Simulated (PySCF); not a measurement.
# [Sm(NH2)2]+: other functionals and bases at one geometry

Aim: see how levels, charges and forces of [Sm(NH2)2]+ depend on the level of theory. The structure is generated, not taken from experiment.

The runs use PySCF 2.14.0; several levels, as the steps say, no spin–orbit coupling.

1 further run of the same task is left out (for a known fault of the program).

### Step 1. Where the work starts

7 atoms, charge 1, spin multiplicity 1.

Bond lengths: Sm1–N2 2.116 Å, Sm1–H3 2.820 Å, Sm1–H4 2.881 Å, Sm1–N5 2.116 Å, Sm1–H6 2.881 Å, Sm1–H7 2.820 Å, N2–H3 1.024 Å, N2–H4 1.023 Å, N5–H6 1.023 Å, N5–H7 1.024 Å. Angles: N2–Sm1–H3 17.5°, N2–Sm1–H4 15.8°, N2–Sm1–N5 105.4°, N2–Sm1–H6 121.2°, N2–Sm1–H7 87.9°, H3–Sm1–H4 33.3°, H3–Sm1–N5 87.9°, H3–Sm1–H6 103.7°, H3–Sm1–H7 70.4°, H4–Sm1–N5 121.2°, H4–Sm1–H6 137.0°, H4–Sm1–H7 103.7°, N5–Sm1–H6 15.8°, N5–Sm1–H7 17.5°, H6–Sm1–H7 33.3°, Sm1–N2–H3 124.1°, Sm1–N2–H4 129.9°, H3–N2–H4 106.0° and more.

Coordinates:

```xyz
7

Sm    0.0000    0.7790    0.0230
N     1.6824    0.0315    1.0653
H     1.6246   -0.5653    1.8954
H     2.6800    0.1587    0.8788
N    -1.6824    0.0315    1.0653
H    -2.6800    0.1587    0.8788
H    -1.6246   -0.5653    1.8954
```

Formal oxidation states: Sm +3. Each metal's 5 4f electrons lie in its core potential, so multiplicities, spins and levels count the valence alone. An earlier session relaxed this geometry at PBE0, Sm lcecp-1-SVP with ECP51, N def2-SVP, H def2-SVP (singlet, point group C2v).

At PBE0 on the finer grid: E = -146.240107 Eh, HOMO -11.55 eV, LUMO -6.44 eV, Mulliken charge on Sm1 +1.23 e, largest force component 0.016 eV/Å. 

Levels to run: TPSS; revPBE; PBE0, TZVP. Hardware: 2 threads of Arm Neoverse N1, shared host.

### Step 2. TPSS

Input file run.py (the lines that set the calculation):

```python
mol = gto.M(atom='''
Sm     0.00000     0.77901     0.02304
N      1.68235     0.03148     1.06527
H      1.62457    -0.56530     1.89541
H      2.67999     0.15872     0.87880
N     -1.68235     0.03148     1.06527
H     -2.67999     0.15872     0.87880
H     -1.62457    -0.56530     1.89541''',
    basis={'Sm': 'lcecp-1-SVP', 'N': 'def2-SVP', 'H': 'def2-SVP'},
    ecp={'Sm': 'lcecp-1-SVP'},
    charge=1, spin=0)
mf = dft.RKS(mol, xc='TPSS')
mf.grids.atom_grid = (75, 302)  # f atoms: unpruned, at least (60, 302)
mf = mf.density_fit()  # fitting sets: Sm AutoAux, N def2-universal-JKFIT, H def2-universal-JKFIT
mf.conv_tol = 1e-08; mf.max_cycle = 55
mf.kernel(dm0)  # dm0: the density of the relaxed state
```

On the command line:

```console
> OMP_NUM_THREADS=2 python run.py
```

What it wrote:

```text
init E= -146.398242638079
  HOMO = -0.376007659611439  LUMO = -0.256907971179555  gap/eV = 3.24087
cycle= 1 E= -146.399302379596  delta_E= -0.00106  |g|= 0.0411  |ddm|= 0.157
  HOMO = -0.384421819808511  LUMO = -0.249679695386231  gap/eV = 3.66652
cycle= 2 E= -146.396331646101  delta_E= 0.00297  |g|= 0.11  |ddm|= 0.172
  HOMO = -0.377803270112848  LUMO = -0.253125881452697  gap/eV = 3.39264
cycle= 3 E= -146.399877406128  delta_E= -0.00355  |g|= 0.00814  |ddm|= 0.105
  HOMO = -0.378491779701909  LUMO = -0.254371472437625  gap/eV = 3.37749
cycle= 4 E= -146.399903658789  delta_E= -2.63e-05  |g|= 0.000951  |ddm|= 0.0157
  HOMO = -0.37837275198379  LUMO = -0.254299049850798  gap/eV = 3.37622
cycle= 5 E= -146.399903884982  delta_E= -2.26e-07  |g|= 0.000221  |ddm|= 0.00117
  HOMO = -0.37837427867072  LUMO = -0.254292029457548  gap/eV = 3.37645
cycle= 6 E= -146.399903897563  delta_E= -1.26e-08  |g|= 3.66e-05  |ddm|= 0.000293
  HOMO = -0.378372093099269  LUMO = -0.254289814225843  gap/eV = 3.37645
cycle= 7 E= -146.399903897938  delta_E= -3.75e-10  |g|= 5.59e-06  |ddm|= 4.88e-05
  HOMO = -0.37837333821652  LUMO = -0.254289803517834  gap/eV = 3.37648
Extra cycle  E= -146.39990389792  delta_E= 1.75e-11  |g|= 9.73e-06  |ddm|= 1.31e-05
converged SCF energy = -146.39990389792
```

It took 9.2 s on 2 threads of Arm Neoverse N1, shared host.

It gives: E = -146.399904 Eh, HOMO -10.30 eV, LUMO -6.92 eV, Mulliken charge on Sm1 +1.17 e, largest force component 0.438 eV/Å. 

### Step 3. revPBE

Edit run.py (the lines that set the calculation) of step 2 so:

```diff
@@ -11,3 +11,3 @@
     charge=1, spin=0)
-mf = dft.RKS(mol, xc='TPSS')
+mf = dft.RKS(mol, xc='PBE_R,PBE')
 mf.grids.atom_grid = (75, 302)  # f atoms: unpruned, at least (60, 302)
```

On the command line:

```console
> OMP_NUM_THREADS=2 python run.py
```

What it wrote:

```text
init E= -146.386093667971
  HOMO = -0.371426931013468  LUMO = -0.264999232722149  gap/eV = 2.89605
cycle= 1 E= -146.385201678473  delta_E= 0.000892  |g|= 0.0998  |ddm|= 0.262
  HOMO = -0.393145069806006  LUMO = -0.250460076105504  gap/eV = 3.88266
cycle= 2 E= -146.366886528225  delta_E= 0.0183  |g|= 0.276  |ddm|= 0.393
  HOMO = -0.375674208105497  LUMO = -0.257796849052738  gap/eV = 3.20761
cycle= 3 E= -146.388320542158  delta_E= -0.0214  |g|= 0.0171  |ddm|= 0.252
  HOMO = -0.376671407976902  LUMO = -0.260294213207427  gap/eV = 3.16678
cycle= 4 E= -146.388449622774  delta_E= -0.000129  |g|= 0.00221  |ddm|= 0.0341
  HOMO = -0.376461335362036  LUMO = -0.260161406071251  gap/eV = 3.16468
cycle= 5 E= -146.388450871621  delta_E= -1.25e-06  |g|= 0.000447  |ddm|= 0.00252
  HOMO = -0.376460086021215  LUMO = -0.260134432905446  gap/eV = 3.16538
cycle= 6 E= -146.388450926837  delta_E= -5.52e-08  |g|= 0.000114  |ddm|= 0.000645
  HOMO = -0.376456452242887  LUMO = -0.260129576921742  gap/eV = 3.16542
cycle= 7 E= -146.388450930517  delta_E= -3.68e-09  |g|= 2.37e-05  |ddm|= 0.000135
  HOMO = -0.376462308675954  LUMO = -0.260127161742187  gap/eV = 3.16564
Extra cycle  E= -146.38845092951  delta_E= 1.01e-09  |g|= 6.52e-05  |ddm|= 8.55e-05
converged SCF energy = -146.38845092951
```

Run time: 6.3 s. Hardware: 2 threads of Arm Neoverse N1, shared host.

It gives: E = -146.388451 Eh, HOMO -10.24 eV, LUMO -7.08 eV, Mulliken charge on Sm1 +1.10 e, largest force component 0.411 eV/Å. 

### Step 4. PBE0, TZVP

Basis: Sm lcecp-1-TZVP with ECP51, N def2-TZVP, H def2-TZVP. 

Input file run.py (the lines that set the calculation):

```python
mol = gto.M(atom='''
Sm     0.00000     0.77901     0.02304
N      1.68235     0.03148     1.06527
H      1.62457    -0.56530     1.89541
H      2.67999     0.15872     0.87880
N     -1.68235     0.03148     1.06527
H     -2.67999     0.15872     0.87880
H     -1.62457    -0.56530     1.89541''',
    basis={'Sm': 'lcecp-1-TZVP', 'N': 'def2-TZVP', 'H': 'def2-TZVP'},
    ecp={'Sm': 'lcecp-1-TZVP'},
    charge=1, spin=0)
mf = dft.RKS(mol, xc='PBE0')
mf.grids.atom_grid = (75, 302)  # f atoms: unpruned, at least (60, 302)
mf = mf.density_fit()  # fitting sets: Sm AutoAux, N def2-universal-JKFIT, H def2-universal-JKFIT
mf.conv_tol = 1e-08; mf.max_cycle = 55
mf.kernel(dm0)  # dm0: free metal ions and neutral atoms
```

On the command line:

```console
> OMP_NUM_THREADS=2 python run.py
```

What it wrote:

```text
init E= -145.960684339242
  HOMO = -0.540775720737981  LUMO = -0.295837397176962  gap/eV = 6.66511
cycle= 1 E= -146.147797265849  delta_E= -0.187  |g|= 0.988  |ddm|= 2.02
  HOMO = -0.283550246013172  LUMO = -0.246259201785033  gap/eV = 1.01474
cycle= 2 E= -145.233143072535  delta_E= 0.915  |g|= 2.11  |ddm|= 1.89
  HOMO = -0.417902258550549  LUMO = -0.209200170656956  gap/eV = 5.67907
cycle= 3 E= -146.357416183178  delta_E= -1.12  |g|= 0.201  |ddm|= 1.47
  HOMO = -0.426393703463388  LUMO = -0.243616023552805  gap/eV = 4.97363
cycle= 4 E= -146.370959693744  delta_E= -0.0135  |g|= 0.0551  |ddm|= 0.32
  HOMO = -0.424811411009046  LUMO = -0.237473115700727  gap/eV = 5.09773
cycle= 5 E= -146.371846019519  delta_E= -0.000886  |g|= 0.0103  |ddm|= 0.0637
  HOMO = -0.425366294965469  LUMO = -0.236860220716727  gap/eV = 5.12951
cycle= 6 E= -146.371872274159  delta_E= -2.63e-05  |g|= 0.00229  |ddm|= 0.0103
  HOMO = -0.425578391055921  LUMO = -0.23682922968168  gap/eV = 5.13613
cycle= 7 E= -146.371873554291  delta_E= -1.28e-06  |g|= 0.000291  |ddm|= 0.00166
  HOMO = -0.425588551764105  LUMO = -0.236842564665347  gap/eV = 5.13604
cycle= 8 E= -146.371873577403  delta_E= -2.31e-08  |g|= 5.49e-05  |ddm|= 0.000266
  HOMO = -0.42558510526665  LUMO = -0.23684713996721  gap/eV = 5.13582
cycle= 9 E= -146.371873578732  delta_E= -1.33e-09  |g|= 7.73e-06  |ddm|= 7.5e-05
  HOMO = -0.425584352373381  LUMO = -0.236848434877352  gap/eV = 5.13577
Extra cycle  E= -146.371873578748  delta_E= -1.55e-11  |g|= 9.31e-06  |ddm|= 1.9e-05
converged SCF energy = -146.371873578748
```

Wall time 14 s (2 threads of Arm Neoverse N1, shared host).

Read off: E = -146.371874 Eh, HOMO -11.58 eV, LUMO -6.44 eV, Mulliken charge on Sm1 +1.63 e, largest force component 0.305 eV/Å. 

### Step 5. All levels side by side

| level | state | HOMO (eV) | gap (eV) | charge on Sm1 (e) | dipole (D) | largest force (eV/Å) | basis functions | time |
| --- | --- | --- | --- | --- | --- | --- | --- | --- |
| PBE0 (relaxed here) | singlet | -11.55 | 5.11 | 1.23 | 2.82 | 0.02 | 81 | 12 s |
| TPSS | singlet | -10.30 | 3.38 | 1.17 | 2.58 | 0.44 | 81 | 9.2 s |
| revPBE | singlet | -10.24 | 3.17 | 1.10 | 2.40 | 0.41 | 81 | 6.3 s |
| PBE0, TZVP | singlet | -11.58 | 5.14 | 1.63 | 3.09 | 0.31 | 133 | 14 s |

Times are on 2 threads of Arm Neoverse N1, shared host; the first row also made further properties. The dipole of a charged species depends on the origin, so these sizes hold for this origin alone.

In one basis the HOMO–LUMO gap runs from 3.17 eV (revPBE) to 5.11 eV (PBE0). The largest leftover force, 0.44 eV/Å with TPSS, stands at a geometry relaxed at another level. The Mulliken charge on Sm spans +1.10 to +1.63 e over the levels. With 4f in the core, its levels are missing from HOMO and gap. Total energies of different levels can't be compared. Spin–orbit coupling is left out throughout.
